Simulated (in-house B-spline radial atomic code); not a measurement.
**Tl¹⁷⁺: excited configurations**

How much energy does it take to promote electrons of Tl¹⁷⁺ to other shells? Each configuration is solved by itself and compared with the reference.

Method: Dirac-Hartree-Fock, average of configuration, Fermi nucleus, basis-set limit. Code: in-house B-spline radial atomic code version 1.

### 1 The atom as given

| Item | Value |
| --- | --- |
| element | thallium (Z = 81) |
| charge | +17 |
| electrons | 64 |
| configuration | [Kr] 4d10 4f14 5s2 5p2 |
| Hamiltonian | Dirac-Coulomb |
| nucleus | Fermi, rms radius 5.476 fm |

The outer shells:

[Kr] 4d10 4f14 5s2 5p2
```
[Kr] core
4d [↑↓][↑↓][↑↓][↑↓][↑↓]
4f [↑↓][↑↓][↑↓][↑↓][↑↓][↑↓][↑↓]
5s [↑↓]
5p [↑ ][↑ ][  ]
```

The boxes draw the filling by Hund's rule, which heavy ions in jj coupling don't follow; these runs average over all states of the configuration.

Settings, as recorded:

```ini
Z = 81
electrons = 64.0
configuration = [Kr] 4d10 4f14 5s2 5p2
hamiltonian = dirac
method = hf
spin_polarised = False
nucleus = fermi
rms_radius = 5.4759
mass_number = 205
atomic_mass = 204.974427318
speed_of_light = 137.035999084
```

This reference run was done before. Its total energy is -20173.933908 hartree, and its levels are (the highest eight at most):

| orbital | occupation | energy (eV) | <r> (bohr) |
| --- | --- | --- | --- |
| 4p3/2 | 4 | -998.46 | 0.4244 |
| 4d3/2 | 4 | -791.83 | 0.4287 |
| 4d5/2 | 6 | -769.91 | 0.4392 |
| 4f5/2 | 6 | -501.57 | 0.4462 |
| 4f7/2 | 8 | -496.68 | 0.4517 |
| 5s1/2 | 2 | -475.83 | 0.8162 |
| 5p1/2 | 0.666667 | -431.41 | 0.8491 |
| 5p3/2 | 1.33333 | -404.06 | 0.9043 |

### 2 Run with [Kr] 4d9 4f14 5s2 5p2 9f1

Settings, as recorded:

```ini
Z = 81
electrons = 64.0
configuration = [Kr] 4d9 4f14 5s2 5p2 9f1
hamiltonian = dirac
method = hf
spin_polarised = False
nucleus = fermi
rms_radius = 5.4759
mass_number = 205
atomic_mass = 204.974427318
speed_of_light = 137.035999084
```

### 3 [Kr] 4d9 4f14 5s2 5p2 5g1

Changes to the settings of step 2:

```diff
@@ -2,3 +2,3 @@
 electrons = 64.0
-configuration = [Kr] 4d9 4f14 5s2 5p2 9f1
+configuration = [Kr] 4d9 4f14 5s2 5p2 5g1
 hamiltonian = dirac
```

### 4 [Kr] 4d10 4f13 5s2 5p2 8p1

Changes to the settings of step 3:

```diff
@@ -2,3 +2,3 @@
 electrons = 64.0
-configuration = [Kr] 4d9 4f14 5s2 5p2 5g1
+configuration = [Kr] 4d10 4f13 5s2 5p2 8p1
 hamiltonian = dirac
```

### 5 Run with [Kr] 4d9 4f14 5s2 5p2 8f1

Changes to the settings of step 4:

```diff
@@ -2,3 +2,3 @@
 electrons = 64.0
-configuration = [Kr] 4d10 4f13 5s2 5p2 8p1
+configuration = [Kr] 4d9 4f14 5s2 5p2 8f1
 hamiltonian = dirac
```

### 6 Configuration [Kr] 4d10 4f14 5s2 5p1 6s1

Changes to the settings of step 5:

```diff
@@ -2,3 +2,3 @@
 electrons = 64.0
-configuration = [Kr] 4d9 4f14 5s2 5p2 8f1
+configuration = [Kr] 4d10 4f14 5s2 5p1 6s1
 hamiltonian = dirac
```

Q: How far above the reference does each configuration lie (order and size, in eV)?

The runs gave:

| net move | configuration | energy above the reference (eV) | with Breit, QED, recoil (eV) | largest <r> (bohr) |
| --- | --- | --- | --- | --- |
| 5p → 6s | [Kr] 4d10 4f14 5s2 5p1 6s1 | 151.51 | 151.36 | 1.44 |
| 4f → 8p | [Kr] 4d10 4f13 5s2 5p2 8p1 | 384.77 | 384.96 | 3.38 |
| 4d → 5g | [Kr] 4d9 4f14 5s2 5p2 5g1 | 590.03 | 589.46 | 1.39 |
| 4d → 8f | [Kr] 4d9 4f14 5s2 5p2 8f1 | 690.06 | 689.50 | 4.08 |
| 4d → 9f | [Kr] 4d9 4f14 5s2 5p2 9f1 | 709.08 | 708.52 | 5.38 |

Quantum defects of the promoted electron, δ = n − ζ/√(−2ε) with ζ = 18 and ε its orbital energy in hartree:

| promotion | δ |
| --- | --- |
| 5p → 6s | 1.893 |
| 4f → 8p | 1.638 |
| 4d → 8f | 0.733 |
| 4d → 9f | 0.730 |

What this shows: At the bottom stands 5p → 6s (151.51 eV), at the top 4d → 9f (709.08 eV). Koopmans' estimate of the ionisation threshold is 404.06 eV; 3 configurations exceed it by over 2 % and could autoionise. Of those tabulated, the defect is largest for 6s (1.89) and least for 9f (0.73); at this charge much of the defect is relativistic. Two partly filled shells share a symmetry and can mix in the average, which may lower the energy, for: 4f → 8p. These are averages over configurations, without correlation, not spectroscopic levels.
